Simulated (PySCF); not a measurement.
# C5H6O2: the cost of one run

Computed with PySCF 2.14.0, with density-fitted response routines of our own, on a single molecule, in the gas phase or a continuum. Atoms count from 0, in the outputs and in this text.

## (1) The molecule as given

13 atoms, charge 0, multiplicity 1; geometry from: GFN2-xTB.

Bonds of the start (Å): C0–C1 1.33, C1–C2 1.46, C2–C3 1.34, C2–C4 1.49, C4–O5 1.21, C4–O6 1.34, C0–H7 1.08, C0–H8 1.07, C1–H9 1.08, C3–H10 1.08, C3–H11 1.08, O6–H12 0.97.

## (2) Relaxing the molecule at PBE0-D3(BJ)/def2-SVP

The job: settings as JSON, then the geometry in Å.

```
{"job": {"xc": "PBE0", "basis": "def2-SVP", "d3": "d3bj", "grid": 1, "kind": "geom"}, "charge": 0, "multiplicity": 1}
C      2.071479    -0.616936    -0.095178
C      1.198847     0.307242    -0.477838
C     -0.227875     0.355497    -0.174350
C     -0.983395     1.360335    -0.637479
C     -0.863058    -0.708218     0.651768
O     -0.317774    -1.669914     1.131541
O     -2.179635    -0.503950     0.835678
H      3.107863    -0.548747    -0.381568
H      1.786386    -1.459977     0.507364
H      1.535238     1.139514    -1.085695
H     -2.036759     1.423281    -0.431229
H     -0.553464     2.144767    -1.238151
H     -2.542240    -1.222407     1.377409
```

Launch:

```
$ OMP_NUM_THREADS=1 python probes_run.py task.json out
```

The driver reads the jobs from task.json and runs them one after another.

Q: Estimate the wall time and peak memory of this first job on 1 thread of Arm Neoverse V1, shared host.

About 49 s, with a peak of 0.5 GiB.
